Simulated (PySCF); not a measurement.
# C3H6O2Si: geometry, spin-spin couplings

Aim: predict the spin-spin couplings of C3H6O2Si (`C1=CO[SiH2]OC1`).

The runs use PySCF 2.14.0, with density-fitted response routines of our own; the level of theory stands in each step. All values are computed, except where a source is named. Atoms are numbered from 0 throughout.

### 1 The starting structure

12 atoms, charge 0, multiplicity 1; geometry from: GFN2-xTB. The atoms were then displaced at random by about 0.01 Å, so the start is not that level's minimum.

Bonds of the start (Å): C0–C1 1.34, C1–O2 1.34, O2–Si3 1.69, Si3–O4 1.64, O4–C5 1.40, C5–C0 1.46, C0–H6 1.08, C1–H7 1.08, Si3–H8 1.46, Si3–H9 1.43, C5–H10 1.11, C5–H11 1.09.

### 2 Geometry optimisation at PBE0-D3(BJ)/def2-SVP

What the job is given:

```
{"job": {"xc": "PBE0", "basis": "def2-SVP", "d3": "d3bj", "grid": 1, "shake": 0.01, "kind": "geom"}, "charge": 0, "multiplicity": 1}
C     -1.260270    -0.227850    -0.152970
C     -0.990620     1.077020    -0.025060
O      0.237160     1.585540     0.116760
Si     1.599360     0.599930     0.241720
O      1.018110    -0.938940     0.241670
C     -0.274340    -1.303120    -0.155360
H     -2.296100    -0.511230    -0.276900
H     -1.729680     1.857940    -0.027080
H      2.169790     0.815600     1.566040
H      2.371900     0.867010    -0.926290
H     -0.608630    -2.102980     0.541190
H     -0.196980    -1.747180    -1.152760
```

Started as:

```sh
> OMP_NUM_THREADS=1 python probes_run.py task.json out
```

One launch serves the whole session: the jobs run in the order shown.

The log of the run:

```text
step   0  E = -557.19575571  max force = 0.028282
step   1  E = -557.20168852  max force = 0.004955
step   2  E = -557.20190911  max force = 0.002020
step   3  E = -557.20191140  max force = 0.002544
step   4  E = -557.20197566  max force = 0.000504
step   5  E = -557.20199226  max force = 0.000596
step   6  E = -557.20202524  max force = 0.000845
step   7  E = -557.20207083  max force = 0.001083
step   8  E = -557.20213252  max force = 0.000946
step   9  E = -557.20220768  max force = 0.000451
step  10  E = -557.20226639  max force = 0.000414
step  11  E = -557.20227249  max force = 0.000202
optimisation converged
```

Run time: 58 s. Hardware: 1 thread of Arm Neoverse V1, shared host; peak memory 0.52 GiB.

Relaxation path:

```
step  energy from step 0 (eV)  largest force component (eV/Å)
   0                   0.0000                          1.4543
   1                  -0.1614                          0.2548
   2                  -0.1674                          0.1039
   3                  -0.1675                          0.1308
   4                  -0.1693                          0.0259
   5                  -0.1697                          0.0306
   6                  -0.1706                          0.0435
   7                  -0.1718                          0.0557
   8                  -0.1735                          0.0486
   9                  -0.1756                          0.0232
  10                  -0.1772                          0.0213
  11                  -0.1773                          0.0104
```

Close pairs (by a distance rule), those that changed most:

```
  bond  before (Å)  after (Å)  change (Å)
Si3–H9       1.426      1.489      +0.064
 C0–C5       1.459      1.500      +0.041
Si3–H8       1.458      1.482      +0.024
 C1–O2       1.336      1.357      +0.020
 C1–H7       1.075      1.094      +0.019
C5–H11       1.095      1.108      +0.014
 O4–C5       1.400      1.412      +0.012
 C0–H6       1.081      1.093      +0.012
```

The end geometry stands in the next job.

```
                         at the end point                value
  point group (found at 0.08 Å tolerance)                   C1
rotational constants (GHz, main isotopes)  4.493, 3.614, 2.103
                        dipole moment (D)                 1.05
```

### 3 Indirect couplings: B3LYP/cc-pVTZ

What the job is given:

```
{"job": {"kind": "j", "xc": "B3LYP", "basis": "cc-pVTZ"}, "charge": 0, "multiplicity": 1}
C     -1.793029    -0.549064    -0.120933
C     -1.616965     0.758195     0.114032
O     -0.437166     1.362089     0.403995
Si     0.981408     0.463393     0.285266
O      0.521328    -1.119759     0.411170
C     -0.718366    -1.593968    -0.070308
H     -2.805071    -0.889524    -0.352972
H     -2.453714     1.462953     0.088061
H      1.873542     0.807330     1.416946
H      1.616441     0.766538    -1.027164
H     -1.036128    -2.417360     0.593950
H     -0.579545    -2.047112    -1.072310
```

With the program's defaults for keys left out, this is: B3LYP/cc-pVTZ indirect spin-spin coupling, non-relativistic, gas phase.

The log of the run:

```text
coarse grid: 10776 points
cycle   1  E = -557.8955589371  dE =  8.920e-01  |g| = 9.696e-01  |ddm| = 7.095e+00
cycle   2  E = -557.5945834668  dE =  3.010e-01  |g| = 1.610e+00  |ddm| = 3.175e+00
cycle   3  E = -558.0495482467  dE = -4.550e-01  |g| = 1.580e-01  |ddm| = 2.124e+00
cycle   4  E = -558.0533204503  dE = -3.772e-03  |g| = 8.592e-02  |ddm| = 3.141e-01
cycle   5  E = -558.0549919295  dE = -1.671e-03  |g| = 2.754e-02  |ddm| = 1.466e-01
cycle   6  E = -558.0551555731  dE = -1.636e-04  |g| = 8.024e-03  |ddm| = 4.549e-02
cycle   7  E = -558.0551672058  dE = -1.163e-05  |g| = 2.092e-03  |ddm| = 1.143e-02
cycle   8  E = -558.0551679483  dE = -7.425e-07  |g| = 5.241e-04  |ddm| = 3.001e-03
final grid: 100200 points
cycle   9  E = -558.0482726581  dE = -4.756e-05  |g| = 4.720e-03  |ddm| = 7.410e-02
cycle  10  E = -558.0482684990  dE =  4.159e-06  |g| = 6.526e-03  |ddm| = 1.640e-02
cycle  11  E = -558.0482771567  dE = -8.658e-06  |g| = 1.185e-03  |ddm| = 9.174e-03
cycle  12  E = -558.0482774300  dE = -2.732e-07  |g| = 3.290e-04  |ddm| = 2.031e-03
cycle  13  E = -558.0482774522  dE = -2.224e-08  |g| = 1.097e-04  |ddm| = 5.231e-04
cycle  14  E = -558.0482774545  dE = -2.271e-09  |g| = 3.747e-05  |ddm| = 1.925e-04
cycle  15  E = -558.0482774548  dE = -2.854e-10  |g| = 5.744e-06  |ddm| = 5.068e-05
converged SCF energy = -558.0482774548

Indirect spin-spin couplings (Hz)
  i      j    bonds     total        FC       PSO       DSO        SD
  0 C    1 C    1     98.838   107.115    -8.526     0.249         -
  0 C    2 O    2      5.019     2.072     2.931     0.016         -
  0 C    3 Si   3     -8.337    -8.398     0.054     0.005     0.003
  0 C    4 O    2      0.784     0.558     0.239    -0.013         -
  0 C    5 C    1     34.907    35.920    -1.274     0.261         -
  0 C    6 H    1    152.707   150.848     0.959     0.900         -
  0 C    7 H    2      9.538    10.719    -0.802    -0.378         -
  0 C    8 H    4     -0.408    -0.149     0.141    -0.400         -
  0 C    9 H    4     -0.173    -0.048     0.067    -0.192         -
  0 C   10 H    2     -4.284    -4.236    -0.013    -0.034         -
  0 C   11 H    2     -2.924    -2.886    -0.005    -0.033         -
  1 C    2 O    1     25.667    22.592     3.226    -0.151         -
  1 C    3 Si   2      1.903     1.864    -0.030     0.026     0.044
  1 C    4 O    3     -2.063    -2.172     0.111    -0.002         -
  1 C    5 C    2     -2.201    -1.949    -0.253     0.001         -
  1 C    6 H    2      4.778     6.261    -1.223    -0.260         -
  1 C    7 H    1    179.909   178.756     0.138     1.015         -
  1 C    8 H    3      1.393     1.646     0.217    -0.470         -
  1 C    9 H    3     -0.441    -0.293     0.110    -0.258         -
  1 C   10 H    3      3.975     4.011     0.295    -0.330         -
  1 C   11 H    3      3.189     3.251     0.227    -0.290         -
  2 O    3 Si   1    -25.904   -21.005    -5.728     0.066     0.763
  2 O    5 C    3     -1.028    -1.113     0.077     0.009         -
  2 O    6 H    3     -2.774    -3.652     0.607     0.271         -
  2 O    7 H    2    -19.217   -19.174    -0.143     0.100         -
  2 O    8 H    2    -11.689   -11.893     0.095     0.109         -
  2 O    9 H    2     -8.099    -8.364     0.157     0.108         -
  2 O   10 H    4     -0.333    -0.451    -0.069     0.186         -
  2 O   11 H    4     -0.381    -0.471    -0.076     0.166         -
  3 Si   4 O    1    -26.039   -19.411    -7.110     0.066     0.415
  3 Si   5 C    2      2.359     2.203     0.093     0.032     0.031
  3 Si   6 H    4      0.984     0.861    -0.225     0.322     0.026
  3 Si   7 H    3     -7.832    -7.768    -0.390     0.395    -0.069
  3 Si   8 H    1   -218.252  -219.029     1.287    -0.377    -0.134
  3 Si   9 H    1   -198.175  -199.034     1.340    -0.388    -0.093
  3 Si  10 H    3     -7.096    -7.009    -0.375     0.359    -0.072
  3 Si  11 H    3     -0.093    -0.178    -0.105     0.191     0.000
  4 O    5 C    1     22.818    24.283    -1.313    -0.152         -
  4 O    6 H    3     -2.416    -2.605    -0.049     0.238         -
  4 O    8 H    2    -15.508   -15.700     0.075     0.117         -
  4 O    9 H    2     -5.669    -5.986     0.158     0.158         -
  4 O   10 H    2     -8.976    -8.233    -0.758     0.016         -
  4 O   11 H    2     -3.812    -3.118    -0.735     0.042         -
  5 C    6 H    2      8.135     8.214     0.069    -0.148         -
  5 C    7 H    3      6.525     6.695     0.268    -0.437         -
  5 C    8 H    3      2.552     2.769     0.269    -0.487         -
  5 C    9 H    3     -0.344    -0.258     0.125    -0.211         -
  5 C   10 H    1    135.812   134.614     0.214     0.984         -
  5 C   11 H    1    130.319   129.075     0.245     0.999         -
  6 H    7 H    3      6.356     6.474     0.135    -0.254         -
  6 H    9 H    5     -0.380    -0.048     0.947    -1.278         -
  6 H   10 H    3      3.646     3.552     0.394    -0.299         -
  6 H   11 H    3      2.194     2.158     0.649    -0.613         -
  7 H   10 H    4     -2.663    -2.434     1.356    -1.585         -
  7 H   11 H    4     -2.911    -2.671     1.362    -1.602         -
  8 H    9 H    2     32.320    33.646     0.625    -1.950         -
  8 H   10 H    4     -0.295     0.116     0.933    -1.343         -
  8 H   11 H    4     -1.111    -0.412     1.170    -1.870         -
  9 H   10 H    4     -0.852    -0.374     1.282    -1.761         -
  9 H   11 H    4     -0.360    -0.341     0.019    -0.037         -
 10 H   11 H    2    -16.068   -16.051     1.763    -1.779         -
```

Run time: 39 s. Hardware: 1 thread of Arm Neoverse V1, shared host; peak memory 0.93 GiB.

This basis has no tight s functions, so the Fermi-contact terms are rough.

Couplings of 1 Hz or more over one to four bonds, nine at most for each number, with means over like pairs (isotopes 13C, 1H, 17O, 29Si):

```
   pair  bonds  J (Hz)  Fermi contact (Hz)  dihedral (°)
 Si3–H8      1  -208.2              -209.0             –
  C1–H7      1   179.9               178.8             –
  C0–H6      1   152.7               150.8             –
 C5–H10      1   133.1               131.8             –
  C0–C1      1    98.8               107.1             –
  C0–C5      1    34.9                35.9             –
 Si3–O4      1   -26.0               -19.4             –
 O2–Si3      1   -25.9               -21.0             –
  C1–O2      1    25.7                22.6             –
  H8–H9      2    32.3                33.6             –
  O2–H7      2   -19.2               -19.2             –
H10–H11      2   -16.1               -16.1             –
  O4–H8      2   -10.6               -10.8             –
  O2–H8      2    -9.9               -10.1             –
  C0–H7      2     9.5                10.7             –
  C5–H6      2     8.1                 8.2             –
 O4–H10      2    -6.4                -5.7             –
  C0–O2      2     5.0                 2.1             –
 C0–Si3      3    -8.3                -8.4             –
 Si3–H7      3    -7.8                -7.8          -172
  C5–H7      3     6.5                 6.7          -178
  H6–H7      3     6.4                 6.5             1
Si3–H10      3    -3.6                -3.6             –
 C1–H10      3     3.6                 3.6           127
 H6–H10      3     2.9                 2.9             –
  O2–H6      3    -2.8                -3.7          -179
  O4–H6      3    -2.4                -2.6          -172
 H7–H10      4    -2.8                -2.6             –
```

Means hide unlike values in this fixed geometry: O4–H8 from -15.5 to -5.7 Hz; O4–H10 from -9.0 to -3.8 Hz; Si3–H10 from -7.1 to -0.1 Hz. They hold only if the pairs exchange fast.

The spin-dipole term was solved for some atoms only; pairs without it lack that part.

The response was solved for the nuclei of C, H, Si alone, so couplings that need other nuclei can be missing.

Quadrupole couplings from the field gradients of the same density:

```
atom  isotope  eQq/h (MHz)     η
  O4      17O       -9.926  0.41
  O2      17O       -8.915  0.25
```

### 4 Spin-spin couplings: B3LYP/6-31G*

Settings changed since step 3:

```diff
@@ -1,2 +1,2 @@
-{"job": {"kind": "j", "xc": "B3LYP", "basis": "cc-pVTZ"}, "charge": 0, "multiplicity": 1}
+{"job": {"kind": "j", "xc": "B3LYP", "basis": "6-31G*"}, "charge": 0, "multiplicity": 1}
 C     -1.793029    -0.549064    -0.120933
```

With the program's defaults for keys left out, this is: B3LYP/6-31G* indirect spin-spin coupling, non-relativistic, gas phase.

The log of the run:

```text
coarse grid: 10776 points
cycle   1  E = -557.8098671451  dE =  9.130e-01  |g| = 8.942e-01  |ddm| = 3.321e+00
cycle   2  E = -557.5640399901  dE =  2.458e-01  |g| = 1.444e+00  |ddm| = 1.898e+00
cycle   3  E = -557.9577492490  dE = -3.937e-01  |g| = 1.346e-01  |ddm| = 1.299e+00
cycle   4  E = -557.9608270809  dE = -3.078e-03  |g| = 7.218e-02  |ddm| = 1.823e-01
cycle   5  E = -557.9620606155  dE = -1.234e-03  |g| = 2.394e-02  |ddm| = 7.976e-02
cycle   6  E = -557.9621970095  dE = -1.364e-04  |g| = 5.682e-03  |ddm| = 2.506e-02
cycle   7  E = -557.9622029650  dE = -5.956e-06  |g| = 1.842e-03  |ddm| = 5.355e-03
final grid: 100200 points
cycle   8  E = -557.9005287457  dE = -9.962e-06  |g| = 4.870e-03  |ddm| = 1.493e-02
cycle   9  E = -557.9005235684  dE =  5.177e-06  |g| = 7.161e-03  |ddm| = 9.296e-03
cycle  10  E = -557.9005339720  dE = -1.040e-05  |g| = 8.192e-04  |ddm| = 5.429e-03
cycle  11  E = -557.9005341257  dE = -1.537e-07  |g| = 1.281e-04  |ddm| = 8.693e-04
cycle  12  E = -557.9005341288  dE = -3.151e-09  |g| = 5.382e-05  |ddm| = 1.433e-04
cycle  13  E = -557.9005341293  dE = -4.820e-10  |g| = 2.519e-05  |ddm| = 6.210e-05
converged SCF energy = -557.9005341293

Indirect spin-spin couplings (Hz)
  i      j    bonds     total        FC       PSO       DSO        SD
  0 C    1 C    1    100.284   107.709    -7.674     0.249         -
  0 C    2 O    2      2.108    -0.442     2.536     0.014         -
  0 C    3 Si   3     -6.943    -7.029     0.076     0.005     0.005
  0 C    4 O    2      0.325     0.172     0.169    -0.015         -
  0 C    5 C    1     61.734    62.520    -1.049     0.263         -
  0 C    6 H    1    163.900   162.383     0.534     0.983         -
  0 C    7 H    2      5.494     6.706    -0.844    -0.367         -
  0 C    8 H    4     -0.449    -0.136     0.084    -0.397         -
  0 C    9 H    4      0.188     0.333     0.046    -0.190         -
  0 C   10 H    2     -6.890    -6.851    -0.019    -0.020         -
  0 C   11 H    2     -6.382    -6.355    -0.007    -0.019         -
  1 C    2 O    1      9.513     7.073     2.601    -0.161         -
  1 C    3 Si   2      1.333     1.238     0.037     0.025     0.033
  1 C    4 O    3     -1.508    -1.594     0.090    -0.004         -
  1 C    5 C    2     -2.713    -2.514    -0.199     0.001         -
  1 C    6 H    2      1.201     2.587    -1.135    -0.251         -
  1 C    7 H    1    189.544   188.647    -0.197     1.094         -
  1 C    8 H    3      1.292     1.641     0.115    -0.465         -
  1 C    9 H    3     -0.452    -0.245     0.046    -0.254         -
  1 C   10 H    3      7.517     7.644     0.201    -0.328         -
  1 C   11 H    3      7.596     7.735     0.148    -0.287         -
  2 O    3 Si   1    -17.488   -13.334    -4.814     0.068     0.592
  2 O    5 C    3     -0.767    -0.836     0.062     0.007         -
  2 O    6 H    3     -1.675    -2.533     0.594     0.264         -
  2 O    7 H    2    -16.965   -17.030    -0.021     0.086         -
  2 O    8 H    2    -10.594   -10.777     0.078     0.105         -
  2 O    9 H    2     -8.055    -8.282     0.126     0.102         -
  2 O   10 H    4     -0.731    -0.888    -0.023     0.181         -
  2 O   11 H    4     -1.016    -1.140    -0.036     0.160         -
  3 Si   4 O    1    -17.048   -11.403    -6.007     0.068     0.294
  3 Si   5 C    2      1.720     1.540     0.128     0.031     0.021
  3 Si   6 H    4      1.074     0.817    -0.087     0.319     0.025
  3 Si   7 H    3     -6.376    -6.483    -0.211     0.391    -0.073
  3 Si   8 H    1   -237.087  -237.260     1.127    -0.407    -0.547
  3 Si   9 H    1   -219.356  -219.537     1.104    -0.417    -0.506
  3 Si  10 H    3     -6.000    -6.082    -0.201     0.356    -0.074
  3 Si  11 H    3     -0.008    -0.212     0.014     0.188     0.001
  4 O    5 C    1      9.065    10.449    -1.224    -0.159         -
  4 O    6 H    3     -2.385    -2.586    -0.030     0.231         -
  4 O    8 H    2    -13.793   -13.981     0.074     0.113         -
  4 O    9 H    2     -6.186    -6.484     0.147     0.151         -
  4 O   10 H    2     -9.624    -9.008    -0.621     0.005         -
  4 O   11 H    2     -4.561    -4.001    -0.589     0.029         -
  5 C    6 H    2      6.829     6.881     0.088    -0.140         -
  5 C    7 H    3      5.725     5.964     0.194    -0.433         -
  5 C    8 H    3      2.500     2.808     0.173    -0.481         -
  5 C    9 H    3     -0.434    -0.301     0.072    -0.206         -
  5 C   10 H    1    162.533   161.494    -0.001     1.041         -
  5 C   11 H    1    159.193   158.110     0.030     1.053         -
  6 H    7 H    3      6.910     7.293    -0.172    -0.212         -
  6 H    8 H    5     -0.408     0.488     0.742    -1.638         -
  6 H    9 H    5     -0.732    -0.103     0.633    -1.262         -
  6 H   10 H    3      3.509     3.652     0.112    -0.255         -
  6 H   11 H    3      2.094     2.351     0.310    -0.568         -
  7 H    8 H    4     -0.325     0.534     0.782    -1.640         -
  7 H    9 H    4     -0.438     0.247     0.671    -1.357         -
  7 H   10 H    4     -3.350    -2.714     0.927    -1.563         -
  7 H   11 H    4     -3.629    -2.979     0.929    -1.579         -
  8 H    9 H    2     34.271    36.064     0.080    -1.873         -
  8 H   10 H    4     -0.726    -0.008     0.608    -1.327         -
  8 H   11 H    4     -1.418    -0.330     0.762    -1.850         -
  9 H   10 H    4     -1.205    -0.333     0.868    -1.740         -
  9 H   11 H    4     -0.383    -0.281    -0.076    -0.025         -
 10 H   11 H    2    -18.901   -18.240     0.994    -1.654         -
```

Run time: 8.8 s. Hardware: 1 thread of Arm Neoverse V1, shared host; peak memory 0.61 GiB.

The basis is not made for couplings: without tight functions at the nuclei these values are rough.

Key values: J(Si3,H8) -228.2 Hz, J(C1,H7) 189.5 Hz, J(C0,H6) 163.9 Hz (means over like pairs).

### 5 Run by run: spin-spin couplings

Couplings (Hz), each a mean over the pairs like the one named, with basis size and wall time:

```
          run  Si3–H8  C1–H7  C0–H6  C5–H10  C0–C1  C0–C5  H8–H9  functions   time
B3LYP/cc-pVTZ  -208.2  179.9  152.7   133.1   98.8   34.9   32.3        268   39 s
 B3LYP/6-31G*  -228.2  189.5  163.9   160.9  100.3   61.7   34.3        100  8.8 s
```

### 6 Outcome

| quantity | value |
| --- | --- |
| point group | C1 |
| rotational constants (main isotopes) | 4.49, 3.61, 2.10 GHz |
| largest coupling of the table (B3LYP/cc-pVTZ) | 1J(Si,H) Si3–H8, -208.2 Hz (mean over like pairs) |
| range of J(Si3,H8), mean over like pairs | -228.2 to -208.2 Hz |

In words: The start of the PBE0/def2-SVP relaxation was shaken at random by about 0.01 Å, so part of the energy gained, and of the first lengths quoted, undoes that. Relaxing lowered the energy by 0.177 eV in 11 steps; the close pair that moved most is Si3–H9, from 1.426 to 1.489 Å. Of the pairs tabulated at B3LYP/cc-pVTZ, Si3–H8 (mean over like pairs) couples most strongly (-208.2 Hz; Fermi contact -209.0 Hz). Couplings across rotatable bonds belong to this one conformer; where others are populated, the observed values are averages. The coupling Si3–H8, as a mean over pairs of its kind, runs from -228.2 Hz (B3LYP/6-31G*) to -208.2 Hz (B3LYP/cc-pVTZ). Couplings from bases without tight functions are rough.
